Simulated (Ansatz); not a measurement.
Predict the output of the script below (Ansatz 0.2.0, Python API).

`run_dimer.py`
```python
"""Interaction energy of two BH3SSi molecules, with the counterpoise correction."""

import ansatz as az

BASIS = "def2-SVP"
XC = "pbe0"

FIRST = [
    ("B", (-0.8191, -0.8979, -0.1288)),
    ("Si", (0.4235, 0.6329, 0.2071)),
    ("S", (0.9431, -1.278, 0.3702)),
    ("H", (-1.6666, -1.0751, -0.9047)),
    ("H", (0.914, 1.2835, -1.0337)),
    ("H", (0.2052, 1.3347, 1.4898)),
]
SECOND = [
    ("B", (3.887, -2.6201, -3.2556)),
    ("Si", (2.164, -2.6833, -4.2693)),
    ("S", (2.3832, -1.802, -2.502)),
    ("H", (4.9955, -2.4966, -3.5839)),
    ("H", (2.1102, -1.7343, -5.4095)),
    ("H", (1.4764, -3.9915, -4.2363)),
]

def energy(atoms, ghosts=()):
    molecule = az.Crystal.molecule()
    for symbol, xyz in atoms:
        molecule = molecule.atom(symbol, xyz)
    calc = molecule.calculation().basis(gaussian=BASIS).functional(XC)
    deck = calc.input()
    if ghosts:
        deck = deck.set(az.key.basis.gaussian.ghost_atoms, [{"symbol": s, "position_ang": list(xyz)} for s, xyz in ghosts])
    return az.Session.from_dict(deck).plan().execute().report["free_energy_ev"]

# ghost atoms carry the functions of the partner
both = energy(FIRST + SECOND)
alone = energy(FIRST) + energy(SECOND)
ghosted = energy(FIRST, SECOND) + energy(SECOND, FIRST)
print(f"dimer {both:.6f} eV")
print(f"interaction, uncorrected   {96.485332 * (both - alone):8.3f} kJ/mol")
print(f"interaction, counterpoise  {96.485332 * (both - ghosted):8.3f} kJ/mol")
print(f"basis-set superposition    {96.485332 * (alone - ghosted):8.3f} kJ/mol")
```

```console
$ python run_dimer.py
dimer -38845.065496 eV
interaction, uncorrected      3.743 kJ/mol
interaction, counterpoise     7.780 kJ/mol
basis-set superposition       4.037 kJ/mol
```

Uncorrected it is 3.743 kJ/mol, with the counterpoise correction 7.780 kJ/mol; the difference, 4.037 kJ/mol, is the superposition error. In this basis both values are repulsive.

Total energies depend on the basis set; only differences at equal settings carry meaning. The dimer is a generated trial pose of unrelaxed monomers, not a minimum, so the figure is no binding energy, and the basis set is small. This level lacks the dispersion part of the attraction (electrostatics and induction are there), which can decide the sign where the interaction is weak. It ran for 16 s on 1 thread of Arm Neoverse V1, on a shared host, peak memory 0.36 GiB.
